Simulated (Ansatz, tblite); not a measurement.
**TcO3(OH) (TcHO4): a ladder of methods and basis sets**

An exercise on one series of results from a longer session: the logs are not shown, and one member is left open.

Computed with Ansatz 0.2.0, Gaussian basis. Level: as each input shows.

The runs, in order: GFN1-xTB, GFN2-xTB, PBE-D4/def2-TZVP, r2SCAN-D4/def2-TZVP, r2SCANh-D4/def2-TZVP, LC-ωPBE/def2-TZVP, BLYP-D4/def2-TZVP, r2SCAN0-D4/def2-TZVP, B3LYP-D4/def2-TZVP, PBE-QIDH/def2-TZVP, CAM-B3LYP-D4/def2-TZVP, PBE-D4/def2-SVP, PBE0-D4/def2-SVP, PBE0-D4/def2-TZVPD, PBE-D4/def2-TZVPD, r2SCAN-D4/def2-TZVPD, CCSD(T)/def2-TZVPP, MP2/def2-TZVP, RPA/def2-TZVP.

5 further runs of the same task are left out: 5 set aside as unsound or not needed. Runs told in other sessions of the task aren't counted.

### The geometry

The geometry is that of the singlet, from an earlier relaxation (PBE0-D4/def2-SVP).

6 atoms, charge 0, spin multiplicity 1.

Bond lengths: Tc1–O2 1.663 Å, Tc1–O3 1.660 Å, Tc1–O4 1.663 Å, Tc1–O5 1.845 Å, O5–H6 0.968 Å. Angles: O2–Tc1–O3 110.4°, O2–Tc1–O4 108.8°, O2–Tc1–O5 110.0°, O3–Tc1–O4 110.6°, O3–Tc1–O5 107.4°, O4–Tc1–O5 109.7°, Tc1–O5–H6 120.4°.

Coordinates:

```mol
HO4Tc
  3D, bonds by distance, orders not assigned

  6  5  0  0  0  0  0  0  0  0999 V2000
    0.2576    0.3194    0.1777 Tc  0  0
   -0.0174    0.1178    1.8050 O   0  0
    1.8805    0.5144   -0.1140 O   0  0
   -0.5953    1.6462   -0.3483 O   0  0
   -0.2939   -1.1798   -0.7446 O   0  0
   -1.2314   -1.4180   -0.7758 H   0  0
  1  2  8  0
  1  3  8  0
  1  4  8  0
  1  5  8  0
  5  6  8  0
M  END
```

Formally the metal is d0. Tc takes a core potential in the def2 sets. No spin-orbit coupling is included.

PBE0-D4/def2-TZVP was run before; its log isn't repeated, and its numbers join the tables.

The first run:

Tight binding, by tblite at 300 K electronic temperature and without a spin-polarisation term:

```python
tblite.interface.Calculator('GFN1-xTB', numbers, positions, charge=0, uhf=0).singlepoint()
```

Tight binding, by tblite at 300 K electronic temperature and without a spin-polarisation term:

```python
tblite.interface.Calculator('GFN2-xTB', numbers, positions, charge=0, uhf=0).singlepoint()
```

start.molden holds the orbitals of an earlier run on this state, given as this run's starting guess.

in.yaml

```yaml
crystal:
  periodic: [false, false, false]
  atoms:
    - {symbol: Tc, position_ang: [0.257599, 0.319387, 0.177721]}
    - {symbol: O, position_ang: [-0.017411, 0.117785, 1.805039]}
    - {symbol: O, position_ang: [1.880461, 0.514398, -0.113988]}
    - {symbol: O, position_ang: [-0.595302, 1.646209, -0.348343]}
    - {symbol: O, position_ang: [-0.293945, -1.179814, -0.744642]}
    - {symbol: H, position_ang: [-1.231402, -1.417966, -0.775787]}
basis:
  gaussian: {orbitals: def2-TZVP, initial_orbitals: start.molden}
hamiltonian: {xc: pbe, dispersion: d4}
scf: {omitted_lower_state_checks: [starts]}
output: {forces: true, orbitals: {seedname: orbitals}}
```

On the command line:

```
ansatz run in.yaml --threads 4 --pin off --events-out ev --progress --plain --max-ram 3916MiB
```

Among the steps run: PBE-D4/def2-TZVP; r2SCAN-D4/def2-TZVP; r2SCANh-D4/def2-TZVP; LC-ωPBE/def2-TZVP; BLYP-D4/def2-TZVP; r2SCAN0-D4/def2-TZVP; B3LYP-D4/def2-TZVP; PBE-QIDH/def2-TZVP; CAM-B3LYP-D4/def2-TZVP; PBE-D4/def2-SVP; PBE0-D4/def2-SVP; PBE0-D4/def2-TZVPD; PBE-D4/def2-TZVPD; r2SCAN-D4/def2-TZVPD; CCSD(T)/def2-TZVPP; MP2/def2-TZVP; RPA/def2-TZVP.

One table of the session follows, with a row left open; its other results are not shown here.

```
                 level  HOMO (eV)  LUMO (eV)  gap (eV)
       PBE-D4/def2-SVP      -8.07      -4.11      3.97
      PBE-D4/def2-TZVP      -8.18      -4.23      3.96
     PBE-D4/def2-TZVPD          ?          ?         ?
     BLYP-D4/def2-TZVP      -8.09      -4.17      3.93
   r2SCAN-D4/def2-TZVP      -8.59      -4.30      4.29
  r2SCAN-D4/def2-TZVPD      -8.60      -4.31      4.29
  r2SCANh-D4/def2-TZVP      -9.21      -4.06      5.16
    B3LYP-D4/def2-TZVP      -9.60      -3.86      5.74
      PBE0-D4/def2-SVP      -9.84      -3.60      6.23
     PBE0-D4/def2-TZVP      -9.86      -3.62      6.23
    PBE0-D4/def2-TZVPD      -9.87      -3.64      6.23
  r2SCAN0-D4/def2-TZVP     -10.16      -3.68      6.48
CAM-B3LYP-D4/def2-TZVP     -11.32      -2.60      8.72
     LC-ωPBE/def2-TZVP     -12.60      -1.43     11.17
```

**Question.** Estimate the row for PBE-D4/def2-TZVPD.

**Answer.** HOMO (eV): -8.22; LUMO (eV): -4.27; gap (eV): 3.95. In the column «HOMO (eV)» it lies between r2SCAN-D4/def2-TZVP (-8.59) and PBE-D4/def2-TZVP (-8.18).
